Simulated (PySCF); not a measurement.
# O4Re ([ReO4]-): the cost of one run

Programs: PySCF 2.14.0, with routines of our own; each step states its level. All values are computed. Atoms count from 0.

5 further runs of the same task are left out: 3 for a basis unfit for spin-orbit shieldings, 2 for a known fault of the program.

## 1. The starting structure

5 atoms, charge -1, multiplicity 1; geometry from: GFN2-xTB.

## 2. Geometry optimisation at PBE0-D3(BJ)/def2-SVP

Job settings and geometry (Å):

```
{"job": {"xc": "PBE0", "basis": "def2-SVP", "d3": "d3bj", "grid": 1, "maxiter": 30, "shake": 0.03, "kind": "geom"}, "charge": -1, "multiplicity": 1}
Re     0.061200    -0.076620     0.012520
O     -0.006800    -0.031000     1.686250
O      1.531990     0.003100    -0.599840
O     -0.705460     1.392600    -0.555700
O     -0.806090    -1.398550    -0.605340
```

Launch:

```bash
> OMP_NUM_THREADS=1 python heavy_run.py task.json out
```

This one command runs all jobs of the session in turn.

**Question.** How long does this first job take on 1 thread of Arm Neoverse V1, shared host, and how much memory does it need?

About 24 s, with a peak of 0.34 GiB.
